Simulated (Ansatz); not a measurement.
# TaAl2N3: the cost of one run

Method: DFT PBE, scalar-relativistic, plane waves, PAW, in Ansatz 0.2.0.

## 1. The starting structure

Symmetry: P-62m, No. 189, hexagonal system. The conventional cell has a = 5.139 Å, b = 5.139 Å, c = 2.760 Å, α = 90.00°, β = 90.00°, γ = 120.00°. Ta (site symmetry -62m) has 3 N at 2.00 Å as nearest neighbours. Al (site symmetry -6) has 6 N at 2.10 Å as nearest neighbours. N (site symmetry m2m) has 1 Ta at 2.00 Å and 4 Al at 2.10 Å as nearest neighbours.

Structure file:

```xyz
6
Lattice="5.1388 0.0000 0.0000 -2.5694 4.4504 0.0000 0.0000 0.0000 2.7600" Properties=species:S:1:pos:R:3 pbc="T T T"
Ta    0.0000    0.0000    0.0000
Al    0.0000    2.9669    1.3800
Al    2.5694    1.4835    1.3800
N     2.0032    0.0000    0.0000
N     1.5678    2.7156    0.0000
N    -1.0016    1.7348    0.0000
```

It is the end of an earlier relaxation with the same method, from a generated guess; it is a trial structure. At a tolerance of 0.05 Å it has space group P-62m (No. 189); it has 10.52 Å³/atom, an uncorrected energy of -0.56 eV/atom over the elements.

## 2. Electronic structure at the relaxed geometry

Input file input.yaml:

```yaml
crystal:
  lattice:
    - [5.1388326976, 0.0, 0.0]
    - [-2.5694163488, 4.4503596619, 0.0]
    - [0.0, 0.0, 2.7600366516]
  atoms:
    - { symbol: Ta, position: [0.0, 0.0, 0.0] }
    - { symbol: Al, position: [0.3333333333, 0.6666666667, 0.5] }
    - { symbol: Al, position: [0.6666666667, 0.3333333333, 0.5] }
    - { symbol: "N", position: [0.389809669, 0.0, 0.0] }
    - { symbol: "N", position: [0.610190331, 0.610190331, 0.0] }
    - { symbol: "N", position: [0.0, 0.389809669, 0.0] }
basis:
  ecutwfc: 420
kpoints:
  mp_grid: { grid: [12, 12, 14] }
  band_path:
    path:
      - [[0.0, 0.0, 0.0], [0.5, 0.0, 0.0], [0.33333333, 0.33333333, 0.0], [0.0, 0.0, 0.0], [0.0, 0.0, 0.5], [0.5, 0.0, 0.5], [0.33333333, 0.33333333, 0.5], [0.0, 0.0, 0.5]]
      - [[0.5, 0.0, 0.5], [0.5, 0.0, 0.0]]
      - [[0.33333333, 0.33333333, 0.5], [0.33333333, 0.33333333, 0.0]]
    npoints: 14
hamiltonian:
  xc: pbe
scf:
  occupations: { method: gaussian, width: 0.1 }
  n_extra_bands: 15
output:
  forces: true
  stress: true
  eigenvalues: true
  populations: true
  dos: { projected: true, de: 0.02, nscf_kmesh: { grid: [15, 15, 17] } }
  bader: true
  write_density: true
  write_potential: true
  elf: true
  volumetric_format: npy
```

Launch:

```console
ansatz run input.yaml --threads 1 --pin off --max-ram 2560MiB --backend cpu --events-out ev --progress --plain --runs-dir out
```

What time and memory should one allow on 1 thread of Arm Neoverse V1, shared host?

About 2.7 min, with a peak of 0.57 GiB.
